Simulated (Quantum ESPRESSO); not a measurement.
# SnSe2 (P-3m1) in Quantum ESPRESSO: settings compared

One crystal, SnSe2, is run at these levels: PBEsol, PBEsol+D3, PBEsol+D3(BJ), PBEsol+rVV10, PBEsol+D4; tasks: relaxation of cell and atoms.

All numbers are computed with Quantum ESPRESSO 7.5; they aren't measurements. Logs are shortened: lines on timing, memory, paths and dates and some standing lists are left out, and cuts for length are marked.

## Step 1: The crystal as given

It takes space group P-3m1 (No. 164, trigonal). Conventional cell: a = 3.811 Å, b = 3.811 Å, c = 6.136 Å, α = 90.00°, β = 90.00°, γ = 120.00°. Sn (site symmetry -3m) is surrounded by 6 Se at 2.68 Å. Se (site symmetry 3m) has 3 Sn at 2.68 Å as nearest neighbours.

## Step 2: Relaxation of cell and atoms, PBEsol

run.py

```python
import numpy as np
from ase.calculators.espresso import Espresso, EspressoProfile
import spglib
from ase import Atoms
from ase.io import read

atoms = read('SnSe2.cif')
cell, pos, num = spglib.standardize_cell((atoms.cell[:], atoms.get_scaled_positions(), atoms.numbers), to_primitive=True, symprec=1e-4)
atoms = Atoms(numbers=num, cell=cell, scaled_positions=pos, pbc=True)

input_data = {
    'control': {'calculation': 'scf', 'prefix': 'pwscf', 'outdir': './tmp', 'tprnfor': True, 'tstress': True, 'disk_io': 'low'},
    'system': {'ecutwfc': 68.0, 'ecutrho': 544.0, 'nbnd': 20, 'occupations': 'smearing', 'smearing': 'fd', 'degauss': 0.00367493},
    'electrons': {'conv_thr': 6e-10, 'electron_maxstep': 120, 'mixing_beta': 0.5},
}
pseudopotentials = {'Sn': 'sn_pbesol_v1.4.uspp.F.UPF', 'Se': 'se_pbesol_v1.uspp.F.UPF'}
profile = EspressoProfile(command='mpirun -n 2 pw.x -nk 2', pseudo_dir='pseudo')
dft = Espresso(profile=profile, input_data=input_data, pseudopotentials=pseudopotentials, kpts=(7, 7, 4), koffset=(0, 0, 0))
atoms.calc = dft

from ase.optimize import LBFGS
from ase.filters import FrechetCellFilter
done = LBFGS(FrechetCellFilter(atoms), trajectory='opt.traj').run(fmax=0.02, steps=30)
print('converged', done)
print('cell (A)', np.round(atoms.cell.cellpar(), 5))
print(f'energy {atoms.get_potential_energy():.8f} eV')
print('forces (eV/A)')
print(np.round(atoms.get_forces(), 6))
print('stress (eV/A^3, Voigt)')
print(np.round(atoms.get_stress(), 8))
print(f'Fermi level {dft.get_fermi_level():.4f} eV')
```

SnSe2.cif

```cif
data_SnSe2
_cell_length_a 3.81100000
_cell_length_b 3.81100000
_cell_length_c 6.13600000
_cell_angle_alpha 90.00000000
_cell_angle_beta 90.00000000
_cell_angle_gamma 120.00000000
_space_group_name_H-M_alt 'P-3m1'
_space_group_name_Hall '-P 3 2"'
_space_group_IT_number 164
loop_
_space_group_symop_operation_xyz
'x,y,z'
'-x,-y,-z'
'-y,x-y,z'
'y,-x+y,-z'
'-x+y,-x,z'
'x-y,x,-z'
'y,x,-z'
'-y,-x,z'
'x-y,-y,-z'
'-x+y,y,z'
'-x,-x+y,-z'
'x,x-y,z'
loop_
_atom_site_label
_atom_site_type_symbol
_atom_site_symmetry_multiplicity
_atom_site_Wyckoff_symbol
_atom_site_fract_x
_atom_site_fract_y
_atom_site_fract_z
_atom_site_occupancy
Sn1 Sn 1 a 0.0000000000 0.0000000000 0.0000000000 1
Se1 Se 2 d 0.6666666667 0.3333333333 0.7510000000 1
```

Potentials or basis: GBRV 1.5 PBEsol.

On the command line:

```sh
> OMP_NUM_THREADS=1 python run.py
```

The program printed:

```text
Step          Energy          fmax
LBFGS:    0    -3341.558617        0.607097
LBFGS:    1    -3341.574510        0.455802
LBFGS:    2    -3341.593985        0.061671
LBFGS:    3    -3341.594240        0.063913
LBFGS:    4    -3341.594548        0.062868
LBFGS:    5    -3341.594860        0.055357
LBFGS:    6    -3341.594986        0.044531
LBFGS:    7    -3341.595000        0.026512
LBFGS:    8    -3341.595011        0.019528
converged True
cell (A) [  3.81421   3.81421   6.19855  90.       90.      120.     ]
energy -3341.59501080 eV
forces (eV/A)
[[-0.        0.        0.      ]
 [-0.       -0.       -0.010008]
 [ 0.        0.        0.010008]]
stress (eV/A^3, Voigt)
[-0.00038838 -0.00038838  0.00075013  0.         -0.          0.        ]
Fermi level 6.7163 eV
```

espresso.pwi:

```text
&CONTROL
   calculation      = 'scf'
   tstress          = .true.
   tprnfor          = .true.
   outdir           = './tmp'
   prefix           = 'pwscf'
   disk_io          = 'low'
   pseudo_dir       = 'pseudo'
/
&SYSTEM
   nbnd             = 20
   ecutwfc          = 68.0
   ecutrho          = 544.0
   occupations      = 'smearing'
   degauss          = 0.00367493
   smearing         = 'fd'
   ntyp             = 2
   nat              = 3
   ibrav            = 0
/
&ELECTRONS
   electron_maxstep = 120
   conv_thr         = 6e-10
   mixing_beta      = 0.5
/
&IONS
/
&CELL
/
&FCP
/
&RISM
/
ATOMIC_SPECIES
Sn 118.71 sn_pbesol_v1.4.uspp.F.UPF
Se 78.971 se_pbesol_v1.uspp.F.UPF

K_POINTS automatic
7 7 4  0 0 0

CELL_PARAMETERS angstrom
3.81420875138454 0.00000000000000 0.00000000000000
-1.90710437569227 3.30320167403593 0.00000000000000
0.00000000000000 0.00000000000000 6.19855191862173

ATOMIC_POSITIONS angstrom
Sn 0.0000000000 0.0000000000 0.0000000000  
Se 1.9071043757 1.1010672247 4.6112805819  
Se 0.0000000000 2.2021344494 1.5872713368
```

espresso.pwo:

```text
This program is part of the open-source Quantum ESPRESSO suite
     for quantum simulation of materials; please cite
         "P. Giannozzi et al., J. Phys.:Condens. Matter 21 395502 (2009);
         "P. Giannozzi et al., J. Phys.:Condens. Matter 29 465901 (2017);
         "P. Giannozzi et al., J. Chem. Phys. 152 154105 (2020);
     in publications or presentations arising from this work. More details at

Warning: card &CELL ignored
Warning: card &FCP ignored
Warning: card &RISM ignored

     Message from routine setup:
[... 7 lines left out ...]
     --------------------
     sticks:   dense  smooth     PW     G-vecs:    dense   smooth      PW
     Sum        1945     967    283               112947    39775    6135

     Using Slab Decomposition

     bravais-lattice index     =            0
     lattice parameter (alat)  =       7.2078  a.u.
     unit-cell volume          =     527.0191 (a.u.)^3
     number of atoms/cell      =            3
     number of atomic types    =            2
     number of electrons       =        26.00
     number of Kohn-Sham states=           20
     kinetic-energy cutoff     =      68.0000  Ry
     charge density cutoff     =     544.0000  Ry
     scf convergence threshold =      6.0E-10
     mixing beta               =       0.5000
     number of iterations used =            8  plain     mixing
     Exchange-correlation= SLA  PW   PSX  PSC
                           (   1   4  10   8   0   0   0)

     celldm(1)=   7.207810  celldm(2)=   0.000000  celldm(3)=   0.000000
     celldm(4)=   0.000000  celldm(5)=   0.000000  celldm(6)=   0.000000

     crystal axes: (cart. coord. in units of alat)
               a(1) = (   1.000000   0.000000   0.000000 )
               a(2) = (  -0.500000   0.866025   0.000000 )
               a(3) = (   0.000000   0.000000   1.625121 )

     reciprocal axes: (cart. coord. in units 2 pi/alat)
               b(1) = (  1.000000  0.577350 -0.000000 )
               b(2) = (  0.000000  1.154701  0.000000 )
               b(3) = (  0.000000 -0.000000  0.615339 )

     PseudoPot. # 1 for Sn read from file:
     sn_pbesol_v1.4.uspp.F.UPF
     Pseudo is Ultrasoft + core correction, Zval = 14.0
     Generated by new atomic code, or converted to UPF format
     Using radial grid of  891 points,  6 beta functions with:
                l(1) =   0
                l(2) =   0
                l(3) =   1
                l(4) =   1
                l(5) =   2
                l(6) =   2
     Q(r) pseudized with  8 coefficients,  rinner =    1.350   1.350   1.350
                                                       1.350   1.350

     PseudoPot. # 2 for Se read from file:
     se_pbesol_v1.uspp.F.UPF
     Pseudo is Ultrasoft + core correction, Zval =  6.0
     Generated by new atomic code, or converted to UPF format
     Using radial grid of  877 points,  6 beta functions with:
                l(1) =   0
                l(2) =   0
                l(3) =   1
                l(4) =   1
                l(5) =   2
                l(6) =   2
     Q(r) pseudized with  8 coefficients,  rinner =    1.300   1.300   1.300
                                                       1.300   1.300

     atomic species   valence    mass     pseudopotential
     Sn               14.00   118.71000     Sn( 1.00)
     Se                6.00    78.97100     Se( 1.00)

     12 Sym. Ops., with inversion, found

   Cartesian axes

     site n.     atom                  positions (alat units)
         1        Sn     tau(   1) = (   0.0000000   0.0000000   0.0000000  )
         2        Se     tau(   2) = (   0.5000000   0.2886751   1.2089744  )
         3        Se     tau(   3) = (   0.0000000   0.5773503   0.4161469  )

     number of k points=    28  Fermi-Dirac smearing, width (Ry)=  0.0037
                       cart. coord. in units 2pi/alat
        k(    1) = (   0.0000000   0.0000000   0.0000000), wk =   0.0102041
        k(    2) = (   0.0000000   0.0000000   0.1538347), wk =   0.0204082
        k(    3) = (   0.0000000   0.0000000  -0.3076693), wk =   0.0102041
        k(    4) = (   0.0000000   0.1649572   0.0000000), wk =   0.0612245
        k(    5) = (   0.0000000   0.1649572   0.1538347), wk =   0.0612245
        k(    6) = (   0.0000000   0.1649572  -0.3076693), wk =   0.0612245
[... 20 lines left out ...]
        k(   27) = (   0.0000000   0.4948717  -0.1538347), wk =   0.0612245
        k(   28) = (  -0.1428571   0.4123930  -0.1538347), wk =   0.1224490

     Dense  grid:   112947 G-vectors     FFT dimensions: (  54,  54,  90)

     Smooth grid:    39775 G-vectors     FFT dimensions: (  40,  40,  64)

     Initial potential from superposition of free atoms

     starting charge      24.9998, renormalised to      26.0000
     Starting wfcs are   17 randomized atomic wfcs +    3 random wfcs

     Self-consistent Calculation

     iteration #  1     ecut=    68.00 Ry     beta= 0.50
     Davidson diagonalization with overlap
     ethr =  1.00E-02,  avg # of iterations =  6.9

     total energy              =    -245.48253638 Ry
     estimated scf accuracy    <       0.46966571 Ry

     iteration #  2     ecut=    68.00 Ry     beta= 0.50
     Davidson diagonalization with overlap
     ethr =  1.81E-03,  avg # of iterations =  2.2

     total energy              =    -245.58323613 Ry
     estimated scf accuracy    <       0.07445922 Ry

     iteration #  3     ecut=    68.00 Ry     beta= 0.50
     Davidson diagonalization with overlap
     ethr =  2.86E-04,  avg # of iterations =  2.7

     total energy              =    -245.60047682 Ry
     estimated scf accuracy    <       0.01325522 Ry

     iteration #  4     ecut=    68.00 Ry     beta= 0.50
     Davidson diagonalization with overlap
     ethr =  5.10E-05,  avg # of iterations =  4.2

     total energy              =    -245.60258344 Ry
     estimated scf accuracy    <       0.00092380 Ry

     iteration #  5     ecut=    68.00 Ry     beta= 0.50
     Davidson diagonalization with overlap
     ethr =  3.55E-06,  avg # of iterations =  7.5
[... 8 lines left out ...]
     total energy              =    -245.60272352 Ry
     estimated scf accuracy    <       0.00000104 Ry

     iteration #  7     ecut=    68.00 Ry     beta= 0.50
     Davidson diagonalization with overlap
     ethr =  4.00E-09,  avg # of iterations =  6.4

     total energy              =    -245.60272466 Ry
     estimated scf accuracy    <       0.00000017 Ry

     iteration #  8     ecut=    68.00 Ry     beta= 0.50
     Davidson diagonalization with overlap
     ethr =  6.57E-10,  avg # of iterations =  4.3

     total energy              =    -245.60272474 Ry
     estimated scf accuracy    <          3.6E-09 Ry

     iteration #  9     ecut=    68.00 Ry     beta= 0.50
     Davidson diagonalization with overlap
     ethr =  1.38E-11,  avg # of iterations =  8.1

     End of self-consistent calculation

          k = 0.0000 0.0000 0.0000 (  4975 PWs)   bands (ev):

   -14.7932 -14.7932 -14.7553 -14.7430 -14.7430  -7.4496  -5.8057   0.1107
     5.8448   5.8448   6.0966   6.0966   6.2517   7.2964   9.3937  11.0047
    11.0047  14.3472  15.3643  15.3643

          k = 0.0000 0.0000 0.1538 (  5017 PWs)   bands (ev):

   -14.7932 -14.7932 -14.7553 -14.7430 -14.7430  -7.3607  -5.9849   0.5187
     5.0508   5.7782   5.7782   6.1961   6.1961   8.2418   9.3776  10.8601
    10.8601  14.4113  15.0190  15.0191

          k = 0.0000 0.0000-0.3077 (  5010 PWs)   bands (ev):

   -14.7932 -14.7932 -14.7552 -14.7430 -14.7430  -7.2480  -6.1820   1.0342
     4.1599   5.7344   5.7344   6.2738   6.2738   8.8410   9.2840  10.7235
    10.7235  14.0983  14.7717  14.7717

          k = 0.0000 0.1650 0.0000 (  4995 PWs)   bands (ev):

   -14.8016 -14.7859 -14.7508 -14.7469 -14.7422  -7.2510  -5.6788   0.1615
     4.1358   5.0961   5.1769   6.3158   6.3448   8.4753  10.0308  10.8649
    11.3286  13.7691  14.5916  15.5685

          k = 0.0000 0.1650 0.1538 (  5015 PWs)   bands (ev):

   -14.8016 -14.7859 -14.7508 -14.7469 -14.7422  -7.1636  -5.8470   0.4608
     4.3010   5.0165   5.2942   5.5755   6.1671   8.4350  10.3694  11.1679
    11.4578  13.7299  14.3061  15.1904
[... 111 lines left out ...]
   -14.8200 -14.7958 -14.7499 -14.7386 -14.7217  -5.5878  -5.3492  -0.8112
     2.1022   2.4099   3.0722   5.8232   5.9842   8.5632  10.6172  11.0539
    12.3073  14.2369  14.8944  14.9206

          k = 0.0000 0.1650-0.1538 (  5015 PWs)   bands (ev):

   -14.8016 -14.7859 -14.7508 -14.7469 -14.7422  -7.1639  -5.8475   0.4972
     4.0743   4.8799   5.1766   5.9295   6.3688   8.7817   9.9944  11.1389
    11.1458  13.3806  14.5021  15.6462

          k = 0.0000 0.3299-0.1538 (  4996 PWs)   bands (ev):

   -14.8236 -14.7742 -14.7593 -14.7354 -14.7338  -6.6213  -5.5391   0.1628
     2.4367   3.8499   4.4666   6.0255   6.1672   8.1363  10.2829  11.4846
    11.7300  12.4234  15.3365  16.2396

          k = 0.0000 0.4949-0.1538 (  4974 PWs)   bands (ev):

   -14.8427 -14.7706 -14.7662 -14.7241 -14.7218  -5.9581  -5.3736  -0.6207
     1.7385   3.6570   4.0453   5.7603   5.9538   7.2501  10.2535  11.4205
    11.9513  12.1603  15.9942  17.3282

          k =-0.1429 0.4124-0.1538 (  4985 PWs)   bands (ev):

   -14.8288 -14.7793 -14.7588 -14.7369 -14.7221  -6.1640  -5.3683  -0.3423
     2.0809   3.5464   3.7869   5.2387   6.0327   8.2260  10.6348  11.6855
    12.0197  12.6621  14.8888  16.4131

     the Fermi energy is     6.7163 ev

!    total energy              =    -245.60272475 Ry
     estimated scf accuracy    <          5.6E-10 Ry
     smearing contrib. (-TS)   =      -0.00000899 Ry
     internal energy E=F+TS    =    -245.60271576 Ry

     The total energy is F=E-TS. E is the sum of the following terms:
     one-electron contribution =     -92.34930899 Ry
     hartree contribution      =      60.99860123 Ry
     xc contribution           =    -101.41980901 Ry
     ewald contribution        =    -112.83219899 Ry

     convergence has been achieved in   9 iterations

     Forces acting on atoms (cartesian axes, Ry/au):

     atom    1 type  1   force =    -0.00000000    0.00000000    0.00000000
     atom    2 type  2   force =    -0.00000000   -0.00000000   -0.00038925
     atom    3 type  2   force =     0.00000000    0.00000000    0.00038925

     Total force =     0.000550     Total SCF correction =     0.000004

     Computing stress (Cartesian axis) and pressure

          total   stress  (Ry/bohr**3)                   (kbar)     P=        0.01
   0.00000423  -0.00000000   0.00000000            0.62       -0.00        0.00
   0.00000000   0.00000423  -0.00000000            0.00        0.62       -0.00
   0.00000000  -0.00000000  -0.00000817            0.00       -0.00       -1.20

=------------------------------------------------------------------------------=
   JOB DONE.
=------------------------------------------------------------------------------=
```

Wall time 7.9 min (2 MPI ranks of AMD EPYC 7R43 (Zen 3), shared host); peak memory 0.6 GiB.

What came out:

* Free energy: -3341.5953 eV
* Relaxed volume: 26.03 Å³/atom
* Relaxed cell: a = 3.814 Å, b = 3.814 Å, c = 6.199 Å, α = 90.00°, β = 90.00°, γ = 120.00°
* Space group after relaxing (to 0.05 Å): P-3m1 (No. 164)
* Energy gained by relaxing: 12.1 meV/atom
* Ionic steps: 9
* Pressure after relaxing: 0.0 GPa
* Largest force after relaxing: 0.010 eV/Å
* Band gap on the k mesh: 0.66 eV, indirect (least direct gap 1.04 eV)

Forces in eV/Å, atoms in the order of the input:
```
Sn   0.000  0.000  0.000
Se   0.000  0.000 -0.010
Se   0.000  0.000  0.010
```

Step by step:
| step | energy change (eV) | largest force (eV/Å) | pressure (GPa) | volume (Å³) |
| --- | --- | --- | --- | --- |
| 1 | 0.0000 | 0.6071 | 2.48 | 77.18 |
| 2 | -0.0159 | 0.4545 | 1.69 | 77.62 |
| 3 | -0.0354 | 0.0610 | -0.19 | 78.75 |
| 4 | -0.0356 | 0.0334 | -0.28 | 78.77 |
| 5 | -0.0359 | 0.0056 | -0.33 | 78.70 |
| 6 | -0.0362 | 0.0153 | -0.28 | 78.47 |
| 7 | -0.0364 | 0.0100 | -0.13 | 78.23 |
| 8 | -0.0364 | 0.0039 | -0.02 | 78.11 |
| 9 | -0.0364 | 0.0100 | 0.00 | 78.10 |

Final structure:
```
CELL_PARAMETERS angstrom
3.81421 0.00000 0.00000
-1.90710 3.30320 0.00000
0.00000 0.00000 6.19855
ATOMIC_POSITIONS crystal
Sn 0.00000 0.00000 0.00000
Se 0.66667 0.33333 0.74393
Se 0.33333 0.66667 0.25607
```

Caveat: spin-orbit coupling is left out, which moves the levels of the heavy elements; an odd mesh through Γ misses points on the zone boundary, where band edges often lie; this functional lacks dispersion, which binds the layers, so the pressure and a relaxed spacing across them are unreliable. Zero-point motion and thermal expansion aren't in these numbers.

## Step 3: Relaxation of cell and atoms, PBEsol+D3

run.py, as its differences from that of step 2:

```diff
@@ -12,3 +12,3 @@
     'control': {'calculation': 'scf', 'prefix': 'pwscf', 'outdir': './tmp', 'tprnfor': True, 'tstress': True, 'disk_io': 'low'},
-    'system': {'ecutwfc': 68.0, 'ecutrho': 544.0, 'nbnd': 20, 'occupations': 'smearing', 'smearing': 'fd', 'degauss': 0.00367493},
+    'system': {'ecutwfc': 68.0, 'ecutrho': 544.0, 'nbnd': 20, 'occupations': 'smearing', 'smearing': 'fd', 'degauss': 0.00367493, 'vdw_corr': 'grimme-d3', 'dftd3_version': 3},
     'electrons': {'conv_thr': 6e-10, 'electron_maxstep': 120, 'mixing_beta': 0.5},
```

SnSe2.cif is that of step 2.

Potentials or basis: GBRV 1.5 PBEsol.

On the command line:

```sh
> OMP_NUM_THREADS=1 python run.py
```

Run time: 12 min. Hardware: 2 MPI ranks of AMD EPYC 7R43 (Zen 3), shared host; peak memory 0.6 GiB.

Results (log left out):

```
Free energy                            : -3342.1085 eV
Relaxed volume                         : 24.70 Å³/atom
Relaxed cell                           : a = 3.815 Å, b = 3.815 Å, c = 5.879 Å, α = 90.00°, β = 90.00°, γ = 120.00°
Space group after relaxing (to 0.05 Å) : P-3m1 (No. 164)
Energy gained by relaxing              : 14.7 meV/atom
Ionic steps                            : 13
Pressure after relaxing                : 0.0 GPa
Largest force after relaxing           : 0.011 eV/Å
Band gap on the k mesh                 : 0.39 eV, indirect (least direct gap 0.70 eV)
```

Forces on the atoms (eV/Å):
```
Sn   0.000  0.000  0.000
Se   0.000  0.000 -0.011
Se   0.000  0.000  0.011
```

Step by step:
```
step  energy change (eV)  largest force (eV/Å)  pressure (GPa)  volume (Å³)
   1              0.0000                0.6210            1.69        77.18
   2             -0.0132                0.4811            1.06        77.48
   3             -0.0312                0.0806           -0.70        78.24
   4             -0.0319                0.0594           -0.70        78.16
   5             -0.0353                0.0107           -0.55        77.32
   6             -0.0363                0.0090           -0.12        76.54
   7             -0.0366                0.0133            0.01        76.39
   8             -0.0372                0.0571            0.25        76.08
   9             -0.0381                0.0923            0.44        75.71
  10             -0.0401                0.1292            0.63        74.94
  11             -0.0421                0.1193            0.68        74.08
  12             -0.0435                0.0659            0.33        74.02
  13             -0.0441                0.0106            0.04        74.10
```

Final structure:
```
Sn Se
1.0
     3.81488    0.00000    0.00000
    -1.90744    3.30378    0.00000
     0.00000    0.00000    5.87932
Sn Se
1 2
Direct
  0.00000 0.00000 0.00000
  0.66667 0.33333 0.73092
  0.33333 0.66667 0.26908
```

Levels at points of the mesh, in eV from the valence-band top:
| k point | band 11 | band 12 | band 13 | band 14 | band 15 | band 16 |
| --- | --- | --- | --- | --- | --- | --- |
| (0.00, 0.00, 0.00) | -0.67 | -0.67 | -0.08 | 0.62 | 2.77 | 4.43 |
| (0.00, 0.00, -0.50) | -1.01 | -0.35 | -0.35 | 2.44 | 2.62 | 3.96 |

Caveat: spin-orbit coupling is left out, which moves the levels of the heavy elements; an odd mesh through Γ misses points on the zone boundary, where band edges often lie.

(Continued in part 2 of 2.)
